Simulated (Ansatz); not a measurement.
This script drives the Python package of Ansatz (0.2.0).

`c2hfi2_methods.py`:
```python
'''C2HFI2 at several levels of theory.'''

from pathlib import Path

import ansatz as az
from ase import Atoms
import numpy as np

atoms = Atoms(['F', 'C', 'I', 'C', 'I', 'H'], positions=[
    (-0.2711, -1.1733, 1.4344),
    (0.2482, -0.5303, 0.3351),
    (1.9344, -1.3202, -0.3832),
    (-0.4682, 0.5162, -0.0827),
    (-0.0564, 1.7196, -1.6754),
    (-1.352, 0.7968, 0.452),
])
system = az.Crystal.molecule_from_ase(atoms)

calc = (
    system.calculation()
    .basis(gaussian='def2-SVP')  # atom-centred Gaussian functions
    .scf(lower_state_search='standard')
)

print('functional    E (Ha)        dipole (D)   HOMO (eV)  LUMO (eV)')
for name in ['lc_wpbe', 'pbe0', 'r2scan0', 'cam_b3lyp', 'b3lyp', 'hse06']:
    summary = calc.functional(name).forces().orbitals().run(runs_dir='runs').report
    lines = Path(summary['orbitals_path']).read_text().splitlines()
    field_of = lambda key: [line.split('=')[1].strip() for line in lines if line.startswith(key)]
    orbitals = [(27.211386 * float(e), s, float(n)) for e, s, n in zip(field_of('Ene='), field_of('Spin='), field_of('Occup='))]
    homo = max(e for e, _, n in orbitals if n > 0.5)
    lumo = min(e for e, _, n in orbitals if n < 0.5)
    dipole = 4.803205 * np.linalg.norm(summary['charge_distribution']['dipole_moment_e_ang'])
    print(f'{name:10s} {summary["free_energy_ev"] / 27.211386246:14.6f} {dipole:9.3f} {homo:11.3f} {lumo:10.3f}')
```

It is started by `python c2hfi2_methods.py`. How long does it take on 1 thread of Arm Neoverse V2, with other jobs on the host, and how much memory does it need?

It took about 33 s, with a peak of 0.36 GiB, for 6 runs of the engine.

```console
$ python c2hfi2_methods.py
functional    E (Ha)        dipole (D)   HOMO (eV)  LUMO (eV)
lc_wpbe       -771.825983     0.789      -9.412      1.320
pbe0          -771.708290     0.853      -6.897     -0.992
r2scan0       -771.933752     0.874      -7.088     -0.934
cam_b3lyp     -771.801974     0.860      -8.059      0.202
b3lyp         -772.051813     0.863      -6.609     -1.157
hse06         -771.697525     0.851      -6.508     -1.376
```

Caveats:
- The settings weren't tested for convergence.
- The geometry is a force-field or estimated start, not a minimum of this method, and the basis set is short of its limit. A lower total doesn't mark the better method: functionals have no common bound, and MP2 and coupled cluster aren't variational.
- def2 sets replace the cores of elements past krypton by effective core potentials.
- b3lyp holds the VWN-RPA fit, as in Gaussian; the form of ORCA and Turbomole is b3lyp5.
- Levels such as HOMO and LUMO are orbital energies: with these approximate functionals they aren't the ionisation energy and electron affinity, and their gap isn't the fundamental gap.
- hse06 follows the composition of plane-wave codes, whose totals differ by tens of mHa, up to about 0.1 Ha, from the form usual in Gaussian-basis programs (wpbeh).

(Lines on the test bed's own set-up are left out of the output.)
